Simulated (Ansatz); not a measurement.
# SnSiH5O (SMILES [SiH3][O][SnH2]) at UCCSD(T)/def2-SVPD (core potential)

What is the energy change on altering one bond length of SnSiH5O at UCCSD(T)/def2-SVPD (core potential)? 

The calculation is run with Ansatz 0.2.0.

34 further runs of the same task are left out: 34 set aside as unsound or not needed.

### Step 1. The system as given

SnSiH5O: 8 atoms, total charge 0, spin state doublet. As SMILES, `[SiH3][O][SnH2]`. The shape is that of a PBE0-D4/def2-TZVP optimisation. This is one conformer, not always the lowest.

Bond lengths: Si1–O2 1.631 Å, O2–Sn3 1.970 Å, Si1–H4 1.493 Å, Si1–H5 1.487 Å, Si1–H6 1.489 Å, Sn3–H7 1.723 Å, Sn3–H8 1.730 Å. Angles: Si1–O2–Sn3 136.4°, O2–Si1–H4 111.2°, O2–Si1–H5 109.2°, O2–Si1–H6 111.0°, O2–Sn3–H7 102.4°, O2–Sn3–H8 105.0°, H4–Si1–H5 108.7°, H4–Si1–H6 107.9°, H5–Si1–H6 108.8°, H7–Sn3–H8 112.5°.

### Step 2. The energy at UCCSD(T)/def2-SVPD (core potential)

in.yaml reads:

```yaml
basis:
  gaussian:
    orbitals: def2-SVPD
crystal:
  periodic: [false, false, false]
  atoms:
    - {symbol: Si, position_ang: [-0.737900, 1.075100, -0.480800]}
    - {symbol: O, position_ang: [0.586900, 0.306200, 0.078800]}
    - {symbol: Sn, position_ang: [0.956500, -1.332100, 1.108000]}
    - {symbol: H, position_ang: [-1.877900, 0.127700, -0.658800]}
    - {symbol: H, position_ang: [-0.424600, 1.696400, -1.794600]}
    - {symbol: H, position_ang: [-1.173500, 2.142300, 0.461900]}
    - {symbol: H, position_ang: [2.665400, -1.489100, 0.950500]}
    - {symbol: H, position_ang: [0.097400, -2.583700, 0.279200]}
magnetization:
  spin_polarized: true
  initial_magnetization: 1
correlation:
  method: ccsd_t
  frozen_orbitals: {H: 0, O: 1, Si: 5, Sn: 4}
accuracy: high
scf:
  omitted_lower_state_checks: [cluster_reference, increment]
```

Launch:

```console
$ ansatz run in.yaml --threads 1 --pin off --max-ram 3480MiB --events-out events.jsonl --progress --plain --runs-dir runs
```

Log, cut to the lines that bear on the results:

```text
Warning: RAYON_NUM_THREADS=1 ignored (pool sized by the plan → 1); use --threads N
Functional definition: HF
  name "HF"
[...]
2534 factors; integrals over basis functions are off by at most 3.5e-9 eV
[...]
mean field -15780.40342762 eV, -579.9191296234 hartree, gradient 6.6e-8 eV, S^2 0.756020; 0 other end points of the search recorded, 0 dependent functions left out
10 core orbitals not correlated: weight in the atoms' cores, before any rotation towards them, 1.000 or more for the frozen orbitals, at most 0.000 for the correlated occupied ones
reference -15780.40342762 eV, -579.9191296234 hartree; 15, 14 occupied and 94, 95 virtual orbitals, 2534 factors
second order -11.19303380 eV of doubles, -0.00000000 eV of singles
cycle   1  -11.75865755 eV  change   -5.7e-1 eV  update   1.1e-1
[...]
cycle  25  -12.31449784 eV  change   -1.4e-9 eV  update   1.6e-9
perturbative correction -0.35357434 eV, -0.0129936173 hartree
Total energy: -15793.07149979 eV, -580.3846726891 hartree
Checks for a lower state left out: cluster_reference, increment
```

Run time: 5 min. Hardware: 1 thread of Arm Neoverse V1, shared host; peak memory 2.6 GiB.

### Step 3. The distorted shape at the same level

job.yaml reads:

```yaml
crystal:
  periodic: [false, false, false]
  atoms:
    - {symbol: Si, position_ang: [-0.480150, 1.450608, -0.232141]}
    - {symbol: O, position_ang: [0.844650, 0.681708, 0.327459]}
    - {symbol: Sn, position_ang: [1.214250, -0.956592, 1.356659]}
    - {symbol: H, position_ang: [-1.620150, 0.503208, -0.410141]}
    - {symbol: H, position_ang: [-0.166850, 2.071908, -1.545941]}
    - {symbol: H, position_ang: [-0.915750, 2.517808, 0.710559]}
    - {symbol: H, position_ang: [2.923150, -1.113592, 1.199159]}
    - {symbol: H, position_ang: [0.097400, -2.583700, 0.279200]}
basis:
  gaussian:
    orbitals: def2-SVPD
magnetization:
  spin_polarized: true
  initial_magnetization: 1
correlation:
  method: ccsd_t
  frozen_orbitals: {H: 0, O: 1, Si: 5, Sn: 4}
accuracy: high
scf:
  omitted_lower_state_checks: [cluster_reference, increment]
```

Launch:

```console
$ ansatz run job.yaml --threads 1 --pin off --max-ram 3480MiB --events-out events.jsonl --progress --plain --runs-dir runs
```

Log, cut to the lines that bear on the results:

```text
Warning: RAYON_NUM_THREADS=1 ignored (pool sized by the plan → 1); use --threads N
Functional definition: HF
  name "HF"
[...]
2538 factors; integrals over basis functions are off by at most 3.7e-9 eV
[...]
mean field -15779.47924479 eV, -579.8851665308 hartree, gradient 2.8e-8 eV, S^2 0.862245; 0 other end points of the search recorded, 0 dependent functions left out
10 core orbitals not correlated: weight in the atoms' cores, before any rotation towards them, 1.000 or more for the frozen orbitals, at most 0.000 for the correlated occupied ones
reference -15779.47924479 eV, -579.8851665308 hartree; 15, 14 occupied and 94, 95 virtual orbitals, 2538 factors
second order -11.10735777 eV of doubles, -0.00000000 eV of singles
cycle   1  -11.67551565 eV  change   -5.7e-1 eV  update   1.2e-1
[...]
cycle  29  -12.38126814 eV  change   7.3e-10 eV  update   1.4e-9
perturbative correction -0.37935257 eV, -0.0139409499 hartree
Total energy: -15792.23986550 eV, -580.3541106924 hartree
Checks for a lower state left out: cluster_reference, increment
```

Run time: 5.4 min. Hardware: 1 thread of Arm Neoverse V1, shared host; peak memory 2.6 GiB.

### Step 4. Summary of results

At UCCSD(T)/def2-SVPD (core potential), 10 core orbitals frozen:

| quantity | value |
| --- | --- |
| first shape: total energy | -580.38467 Eh |
| first shape: correlation energy (10 core orbitals frozen) | -465.5 mEh |
| first shape: (T) correction | -12.99 mEh |
| first shape: ⟨S²⟩ of the reference determinant | 0.756 |
| first shape: T1 diagnostic | 0.014 |
| distorted shape: total energy | -580.35411 Eh |
| distorted shape: correlation energy (10 core orbitals frozen) | -468.9 mEh |
| distorted shape: (T) correction | -13.94 mEh |
| distorted shape: ⟨S²⟩ of the reference determinant | 0.862 |
| distorted shape: T1 diagnostic | 0.024 |
| energy change with the Sn3–H8 bond stretched from 1.730 to 2.249 Å | 0.832 eV |

In words: With the Sn3–H8 bond stretched from 1.730 to 2.249 Å the energy rises by 0.83 eV (19.2 kcal/mol). The first shape isn't relaxed at this level, so the change isn't measured from a minimum. The triples (first shape) make up 2.8 % of the correlation energy. ⟨S²⟩ (distorted shape) is 0.86 where a pure doublet has 0.75: the reference is spin-contaminated. The triples (distorted shape) make up 3.0 % of the correlation energy.
